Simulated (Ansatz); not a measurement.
# BGe2H (singlet): from a generated start to a stationary point

Aim: relax a generated start of BGe2H (singlet) and see which bonds hold.

Program: Ansatz 0.2.0, Gaussian basis. Level of theory: RKS PBE0/def2-TZVP. These are calculated values, not measurements.

## 1. The system as given

4 atoms, charge 0, spin multiplicity 1.

Atoms are counted from 1 here; the program's logs count them from 0.

Bond lengths: Ge1–B2 1.900 Å, Ge1–H4 1.859 Å, B2–Ge3 1.900 Å, Ge3–H4 1.859 Å. Angles: B2–Ge1–H4 72.2°, Ge1–B2–Ge3 106.1°, B2–Ge3–H4 72.2°, Ge1–H4–Ge3 109.5°.

Geometry (Å):

| atom | x (Å) | y (Å) | z (Å) |
| --- | --- | --- | --- |
| Ge1 | -1.33522 | 0.72730 | 0.01684 |
| B2 | -0.46704 | -0.96286 | -0.00234 |
| Ge3 | 1.39780 | -0.59829 | -0.01653 |
| H4 | 0.49946 | 1.02968 | 0.00250 |

The start was built by rule and, where that kept it together, relaxed with GFN2-xTB. Sticks and bond lists go by distance. No spin-orbit coupling is included. 

## 2. Relaxation

The input, in.yaml:

```yaml
crystal:
  periodic: [false, false, false]
  atoms:
    - {symbol: Ge, position_ang: [-1.335218, 0.727305, 0.016839]}
    - {symbol: B, position_ang: [-0.467043, -0.962856, -0.002340]}
    - {symbol: Ge, position_ang: [1.397798, -0.598291, -0.016525]}
    - {symbol: H, position_ang: [0.499456, 1.029679, 0.002503]}
basis:
  gaussian: {orbitals: def2-TZVP}
hamiltonian: {xc: pbe0}
relax: {f_tol: 0.004, max_steps: 80}
```

The run is started by

```bash
ansatz run in.yaml --threads 1 --pin off --events-out ev --progress --plain --max-ram 2176MiB
```

Q: Predict the outcome of this session. Wanted: energy gained; shift from the start; total energy; dipole moment.

The runs gave:

```
                  quantity            value
                     steps               16
             energy gained         1.048 eV
shift from the start (rms)          0.944 Å
              total energy  -113711.3327 eV
             dipole moment           0.29 D
```

In words: By distance, B2–H4 formed and Ge1–H4, Ge3–H4 opened. B2–H4 went from 2.215 to 1.201 Å. No vibrations were run, so this is a stationary point, not a proven minimum, and this spin need not be the ground state's.
